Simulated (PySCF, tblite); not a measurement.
# C4H13PSi: geometry, infrared bands and NMR shifts

Aim: predict the infrared bands and NMR shifts of C4H13PSi (`CCP(C)C[SiH3]`).

Programs: tblite 0.8.0 and PySCF 2.14.0, with density-fitted response routines of our own. Each step states its level of theory. These are calculated values for one molecule in the gas phase, unless marked as measured. Atoms are numbered from 0 throughout.

## 1. Starting geometry

19 atoms, charge 0, multiplicity 1; geometry from: force field or distance geometry start.

Bonds of the start (Å): C0–C1 1.50, C1–P2 1.85, P2–C3 1.84, P2–C4 1.84, C4–Si5 1.86, C0–H6 1.10, C0–H7 1.09, C0–H8 1.10, C1–H9 1.11, C1–H10 1.10, C3–H11 1.08, C3–H12 1.11, C3–H13 1.08, C4–H14 1.09, C4–H15 1.09, Si5–H16 1.49, Si5–H17 1.49, Si5–H18 1.49.

## 2. Relaxing the molecule with GFN2-xTB

Job settings and geometry (Å):

```
{"job": {"kind": "relax", "xc": "GFN2-xTB", "basis": "xTB"}, "charge": 0, "multiplicity": 1}
C     -2.736700    -0.550800    -0.557200
C     -1.403700    -0.943900     0.012600
P     -0.007200     0.101000    -0.608400
C     -0.311900     1.646500     0.350400
C      1.387500    -0.646200     0.338900
Si     3.010800     0.093500    -0.171500
H     -2.744100    -0.599400    -1.654200
H     -3.520200    -1.216600    -0.183800
H     -3.018600     0.468000    -0.267700
H     -1.442500    -0.904800     1.120400
H     -1.196400    -1.991000    -0.253300
H      0.507100     2.344500     0.226000
H     -0.414500     1.429900     1.438100
H     -1.223800     2.131300     0.020500
H      1.222200    -0.522500     1.410100
H      1.408500    -1.718100     0.133800
H      3.062500     1.553200     0.138300
H      3.300000    -0.118200    -1.613300
H      4.111200    -0.547000     0.607300
```

Started as:

```
$ OMP_NUM_THREADS=1 python probes_run.py task.json out
```

The driver reads the jobs from task.json and runs them one after another.

**Question.** This job is followed by: GFN2-xTB harmonic vibrations, gas phase; GIAO PBE0/pcSseg-1 NMR shielding, non-relativistic, gas phase. What will the session give for the following? strongest single infrared mode (GFN2-xTB); zero-point energy (GFN2-xTB); 13C shifts against TMS (PBE0/pcSseg-1); 1H shifts against TMS (PBE0/pcSseg-1, means over atoms taken as alike); 31P shifts against H3PO4 (PBE0/pcSseg-1); 29Si shifts against TMS (PBE0/pcSseg-1).

The runs gave:

| quantity | value |
| --- | --- |
| strongest single infrared mode (GFN2-xTB) | 2241 cm⁻¹, 416 km/mol |
| zero-point energy (GFN2-xTB) | 96.0 kcal/mol |
| 13C shifts against TMS (PBE0/pcSseg-1) | 36.6, 16.7, 13.9, 12.5 ppm |
| 1H shifts against TMS (PBE0/pcSseg-1, means over atoms taken as alike) | 3.92, 1.36, 1.15, 1.01, 0.57 ppm |
| 31P shifts against H3PO4 (PBE0/pcSseg-1) | -57.3 ppm |
| 29Si shifts against TMS (PBE0/pcSseg-1) | -77.0 ppm |

Over 94 steps the energy fell by 0.107 eV; of the close pairs, C4–Si5 changed most, 1.855 to 1.902 Å. No mode is imaginary among the 51: a minimum at this level. The strongest single mode, at 2241 cm⁻¹, moves mainly H18 and H16. GFN2-xTB is a fitted tight-binding method: band positions and strengths are rough. Its intensities can rank the bands wrongly. At PBE0/pcSseg-1: The widest tensor belongs to P2: span 74 ppm, with a paramagnetic part of -593 ppm.
